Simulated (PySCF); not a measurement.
**InB: from the state search to spectroscopic constants**

An exercise on one series of results from a longer session: the logs are not shown, and one member is left open.

Computed with PySCF 2.14.0. Level: In def2-TZVPP with ECP28, B def2-TZVPP, scalar-relativistic core potentials.

The first run:

A driver script around PySCF takes these settings:

```
atoms                         : In, B
charge                        : 0
basis                         : In def2-TZVPP with ECP28, B def2-TZVPP
Hamiltonian                   : scalar-relativistic core potentials
basis functions               : 81
electrons treated             : 26
masses in u                   : 114.9039, 11.0093
levels                        : PBE0, PBE, r²SCAN, r²SCANh, B3LYP, M06-2X, PBEsol, HSE06, HF, MP2, SCS-MP2, CCSD, CCSD(T)
grid                          : 80 radial by 434 angular points
occupations                   : held fixed by the projection of orbital angular momentum
dissociation limit            : In + B, each in its ground configuration
starting distance in angstrom : 2.205
values of 2S to try           : 0, 2
```

Launch:

```sh
$ OMP_NUM_THREADS=1 python dia.py task.json out
```

Among the steps run: The job; First curve: PBE0; Other states along the same grid; PBE (GGA); r²SCAN; r²SCANh (hybrid meta-GGA); B3LYP (global hybrid GGA); M06-2X (hybrid meta-GGA); PBEsol; HSE06; UHF (mean field); Correlated methods on the Hartree–Fock reference.

One of the session's tables, all rows but one given; the rest of the session is left out.

It belongs to the step «The curves together». Energy (eV) from each level's lowest point:

| R (Å) | UHF | UHF-MP2 | UHF-SCS-MP2 | UHF-CCSD | UHF-CCSD(T) |
| --- | --- | --- | --- | --- | --- |
| 2.086 | 0.548 | 0.429 | 0.458 | n/a | n/a |
| 2.183 | 0.250 | 0.176 | 0.195 | 0.197 | 0.195 |
| 2.280 | 0.083 | 0.043 | 0.053 | 0.056 | 0.056 |
| 2.353 | 0.021 | 0.002 | 0.007 | 0.009 | 0.009 |
| 2.426 | 0.000 | 0.000 | 0.000 | 0.000 | 0.000 |
| 2.499 | ? | ? | ? | ? | ? |
| 2.596 | 0.060 | 0.098 | 0.089 | 0.078 | 0.078 |
| 2.717 | 0.159 | 0.226 | 0.211 | 0.187 | 0.185 |
| 2.863 | 0.305 | 0.413 | 0.389 | 0.347 | 0.344 |
| 3.057 | 0.499 | 0.680 | 0.638 | n/a | n/a |

Q: Estimate the row for R (Å) = 2.499 from the others.

Worked estimate for «UHF». A straight line through the neighbours (2.426, 0.000) and (2.596, 0.060) gives 0.000 + (0.060 − 0.000) × (2.499 − 2.426) / (2.596 − 2.426) = 0.026; a parabola fitted to 4 rows on both sides gives 0.013.

**Answer.** UHF: 0.010; UHF-MP2: 0.027; UHF-SCS-MP2: 0.023; UHF-CCSD: 0.020; UHF-CCSD(T): 0.019. In «UHF» the line misses by +0.016 and the parabola by +0.003.
